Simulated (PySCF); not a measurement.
# TlN (triplet) with other numerical set-ups

The method stays; parts of the set-up, such as the basis or the Hamiltonian, are changed.

Method: each script names its method and basis; program: PySCF 2.14.0.

3 further runs of the same task are left out: 3 that didn't finish.

## (1) Where the work starts

TlN (triplet): 2 atoms, charge 0, spin multiplicity 3.

Bond lengths: Tl1–N2 2.189 Å.

## (2) Base script

Input file input.py:

```python
from pyscf import gto, dft

mol = gto.M(
    atom='Tl 0 0 0; N 0 0 2.189',
    basis='def2-tzvpp',
    ecp={'Tl': 'def2-tzvpp'},
    charge=0,
    spin=2,
    verbose=3,
)
mf = dft.UKS(mol, xc='r2scan')
mf.kernel()
mf.mulliken_pop()
mf.dip_moment()
print('orbital energies (hartree):', [e[max(0, n-3):n+3].round(4) for e, n in zip(mf.mo_energy, mol.nelec)])
```

Started as:

```bash
> OMP_NUM_THREADS=1 python input.py
```

Its log is not repeated here.

Base result: E(SCF) = -227.217082 Eh, ⟨S²⟩ = 2.015, μ = 2.45 D.

The bond length is a typed value, not an optimised one. The triplet is typed in the script; nothing here shows that it is the ground state.

## (3) Sbkjc

Edit 1 changes basis set: def2-tzvpp → sbkjc. The core potential changes with it: totals don't compare.

Input file input.py:

```python
from pyscf import gto, dft

mol = gto.M(
    atom='Tl 0 0 0; N 0 0 2.189',
    basis='sbkjc',
    ecp={'Tl': 'sbkjc', 'N': 'sbkjc'},
    charge=0,
    spin=2,
    verbose=3,
)
mf = dft.UKS(mol, xc='r2scan')
mf.kernel()
mf.mulliken_pop()
mf.dip_moment()
print('orbital energies (hartree):', [e[max(0, n-3):n+3].round(4) for e, n in zip(mf.mo_energy, mol.nelec)])
```

Started as:

```bash
> OMP_NUM_THREADS=1 python input.py
```

## (4) Density fitting auto

Edit 2 changes density fitting: none → auto.

input.py, as its differences from that of step 2:

```diff
@@ -11,2 +11,3 @@
 mf = dft.UKS(mol, xc='r2scan')
+mf = mf.density_fit()
 mf.kernel()
```

Before running it: what results should come out? Wanted: for each run, E(SCF); from base; SCF dipole.

**Answer**, as computed:

```csv
run,E(SCF) (hartree),from base (eV),SCF dipole (D),functions
base,-227.217082,0,2.45,81
sbkjc,-182.508590,not comparable,3.35,39
density fitting auto,-227.217291,-0.0057,2.46,81
```

Total energies from different bases, Hamiltonians or methods carry different errors, so properties are taken as differences within one set-up.
